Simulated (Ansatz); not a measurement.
**Lower states of Ni: further starts and searches**

Method: DFT PBE, PAW, plane waves, scalar-relativistic, in Ansatz 0.2.0.

### Step 1. Starting point

It takes space group Fm-3m (No. 225, cubic). Conventional cell: a = 3.450 Å, b = 3.450 Å, c = 3.450 Å, α = 90.00°, β = 90.00°, γ = 90.00°. Ni (site symmetry m-3m) has 12 Ni at 2.44 Å as nearest neighbours.

As a file:

```cif
data_structure
_symmetry_space_group_name_H-M 'Fm-3m'
_symmetry_Int_Tables_number 225
_cell_length_a 3.4500
_cell_length_b 3.4500
_cell_length_c 3.4500
_cell_angle_alpha 90.000
_cell_angle_beta 90.000
_cell_angle_gamma 90.000
_cell_volume 41.06
loop_
_atom_site_label
_atom_site_type_symbol
_atom_site_symmetry_multiplicity
_atom_site_Wyckoff_symbol
_atom_site_fract_x
_atom_site_fract_y
_atom_site_fract_z
_atom_site_occupancy
Ni1 Ni 4 a 0.00000 0.00000 0.00000 1
```

A label like Ni2 gives the atom's place in the input file.

Known so far: 9 plain starts ended in 3 states. The lowest came from “parallel moments, Broyden mixing, no switch to direct minimisation [Ni1 2.00, Ni2 2.00 μB]”: ferromagnetic, site moments Ni1 0.61, Ni2 0.61 μB, total 1.14 μB per cell, no gap on the k-mesh, free energy -11679.3955 eV.

Runs to come: parallel moments, default search for lower states; opposed moments +-, default search for lower states; the moments typed in its input, symmetry off, plain SCF; the moments typed in its input, standard search for lower states.

“Plain SCF” means no search for lower states. The default search runs further SCF cycles only where the state itself hints at a lower one. The standard and full searches may also try other magnetic orders and fillings, and need not reach the lowest state. With a search on, the program may also reshape the start on open shells. Ends within 0.2 meV/atom and 0.1 μB count as one state.

Moments by site are taken inside atomic spheres; the rest lies between them.

### Step 2. Parallel moments, default search for lower states

File input.yaml:

```yaml
crystal:
  lattice:
    - [0.0, 3.45, 3.45]
    - [1.725, 0.0, 1.725]
    - [1.725, 1.725, 0.0]
  atoms:
    - { symbol: Ni, position: [0.0, 0.0, 0.0], spin: 2.0 }
    - { symbol: Ni, position: [0.5, 0.0, 0.0], spin: 2.0 }
magnetization:
  spin_polarized: true
hamiltonian:
  xc: pbe
  pseudopotentials: { kind: paw }
basis:
  ecutwfc: 420
kpoints:
  mp_grid: { grid: [7, 14, 14] }
scf:
  occupations: { method: gaussian, width: 0.1 }
output:
  forces: true
  stress: true
```

On the command line:

```bash
ansatz run input.yaml --threads 2 --pin off --max-ram 5120MiB --backend cpu --events-out ev --progress --plain --runs-dir out
```

What time and memory should one allow on 2 threads of Arm Neoverse V1, shared host?

About 7.2 s, with a peak of 0.4 GiB.
